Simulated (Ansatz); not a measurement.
This script for Ansatz 0.2.0, Python API starts 3 runs on TiRh, space group Pm-3m. What input does the engine get in each?

`tirh.py`:
```python
import ansatz as az
import numpy as np

vectors0 = np.array([
    [3.115202, 0.0, 0.0],
    [0.0, 3.115202, 0.0],
    [0.0, 0.0, 3.115202],
])
sites = [
    ("Ti", [0.5, 0.5, 0.5]),
    ("Rh", [0.0, 0.0, 0.0]),
]


def make_crystal(cell):
    crystal = az.Crystal(lattice=az.Lattice.of(cell))
    for symbol, position in sites:
        crystal = crystal.atom(symbol, position)
    return crystal

def solve(crystal):
    return (
        crystal.calculation()
        .functional("LDA")
        .occupations("cold", width=0.1)
        .basis(460, grid_basis="typed")
        .kpoints(9, 9, 9)
        .density()
        .run(threads=1)
    )


whole = solve(make_crystal(vectors0))
difference = whole.density().channels[0].density_e_per_ang3.copy()
binding = whole.report["free_energy_ev"]
for element in ["Ti", "Rh"]:
    part = az.Crystal(lattice=az.Lattice.of(vectors0))
    for symbol, position in sites:
        if symbol == element:
            part = part.atom(symbol, position)
    alone = solve(part)
    difference -= alone.density().channels[0].density_e_per_ang3
    binding -= alone.report["free_energy_ev"]
    print(f"{element} sublattice: {alone.report['n_electrons']:g} electrons, {alone.report['n_iterations']} iterations")

voxel = abs(np.linalg.det(vectors0)) / difference.size
print(f"energy of the crystal less its unpolarised sublattices: {binding / len(sites):.4f} eV/atom")
print(f"net charge of the difference {difference.sum() * voxel:.5f} e, charge rearranged {0.5 * np.abs(difference).sum() * voxel:.3f} e")
print(f"extremes {difference.min():.4f} and {difference.max():.4f} e/A^3")
for (symbol, position) in sites:
    index = tuple(int(round(p * n)) % n for p, n in zip(position, difference.shape))
    print(f"  change of the pseudo-density at the grid point nearest {symbol}: {difference[index]:+.4f} e/A^3")
profile = difference.mean(axis=(0, 1))
print("planar mean along the third vector:", np.round(profile[:: max(len(profile) // 12, 1)], 4))
```

Run 1:
```yaml
crystal:
  lattice:
    - [3.115202, 0.0, 0.0]
    - [0.0, 3.115202, 0.0]
    - [0.0, 0.0, 3.115202]
  atoms:
    - { symbol: Ti, position: [0.5, 0.5, 0.5] }
    - { symbol: Rh, position: [0.0, 0.0, 0.0] }
basis:
  ecutwfc: 460.0
  fft_grid_basis: typed
kpoints:
  mp_grid:
    grid: [9, 9, 9]
hamiltonian:
  xc: lda
scf:
  occupations:
    method: cold
    width: 0.1
output:
  write_density: true
```

Run 2, against run 1:
```diff
-    - { symbol: Rh, position: [0.0, 0.0, 0.0] }
```

Run 3, against run 1:
```diff
-    - { symbol: Ti, position: [0.5, 0.5, 0.5] }
```

```console
$ python tirh.py
Ti sublattice: 12 electrons, 5 iterations
Rh sublattice: 17 electrons, 6 iterations
energy of the crystal less its unpolarised sublattices: -3.4723 eV/atom
net charge of the difference -0.00000 e, charge rearranged 0.459 e
extremes -0.2901 and 0.1061 e/A^3
  change of the pseudo-density at the grid point nearest Ti: -0.0878 e/A^3
  change of the pseudo-density at the grid point nearest Rh: -0.0968 e/A^3
planar mean along the third vector: [-0.0087 -0.0083  0.0044  0.0138  0.0157 -0.0043 -0.0341 -0.0043  0.0157
  0.0138  0.0044 -0.0083]
```

Caveats:
- For a metal this k-point mesh is coarse: on a finer one energies can move by several to tens of meV an atom and pressures by half a GPa or more, differences at one mesh by less.
- Grid values close to the nuclei reflect the PAW or pseudopotential construction, not the all-electron fields.
- The structure comes from a database of computed cells and needn't be a stable or known phase.
- Charge moved counts every rearrangement, bonding and polarisation too, and is no transfer between atoms; the bare sublattices are artificial references. Values near the nuclei depend on the potentials.
- Run time: 2.3 s on 1 thread of Arm Neoverse V2, on a shared host, peak memory 0.36 GiB.
